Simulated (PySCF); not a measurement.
# C₄H₂F₄: electronic excitations

What electronic excitations should C₄H₂F₄ (`F/C=C\C(F)=C(F)F`) show?

The runs use PySCF 2.14.0, with density-fitted response routines of our own; the level of theory stands in each step. All values are computed, except where a source is named. Atoms count from 0, in the outputs and in this text.

### Step 1. The molecule as given

10 atoms, charge 0, multiplicity 1; geometry from: GFN2-xTB.

Bonds of the start (Å): F0–C1 1.33, C1–C2 1.33, C2–C3 1.45, C3–F4 1.34, C3–C5 1.34, C5–F6 1.33, C5–F7 1.32, C1–H8 1.08, C2–H9 1.08.

### Step 2. Excited states and response: B3LYP/def2-SVPD

What the job is given:

```
{"job": {"kind": "uv", "xc": "B3LYP", "basis": "def2-SVPD", "nstates": 8, "ntriplets": 3}, "charge": 0, "multiplicity": 1}
F      1.859739    -0.563017     1.662001
C      1.787093     0.125789     0.528975
C      0.667919     0.280284    -0.176282
C     -0.630117    -0.261375     0.159941
F     -0.753932    -0.989845     1.279573
C     -1.723152    -0.074724    -0.589574
F     -1.717394     0.627857    -1.716000
F     -2.929617    -0.544644    -0.330560
H      2.740274     0.546754     0.244556
H      0.708069     0.857573    -1.085160
```

Level: TDDFT B3LYP/def2-SVPD, vertical, gas phase, core orbitals frozen in the response.

Run with:

```bash
$ OMP_NUM_THREADS=1 python probes_run.py task.json out
```

One launch serves the whole session: the jobs run in the order shown.

Predict these results of the whole session: lowest singlet (B3LYP/def2-SVPD); lowest triplet.

The runs gave:

| quantity | value |
| --- | --- |
| lowest singlet (B3LYP/def2-SVPD) | 5.70 eV (218 nm), f = 0.617 |
| lowest triplet | 3.15 eV |

In words: The lowest singlet, at 5.70 eV, is HOMO→LUMO 0.96 and is bright. The lowest triplet lies 2.55 eV below the lowest singlet (triplets in Tamm-Dancoff, singlets in full TDDFT).
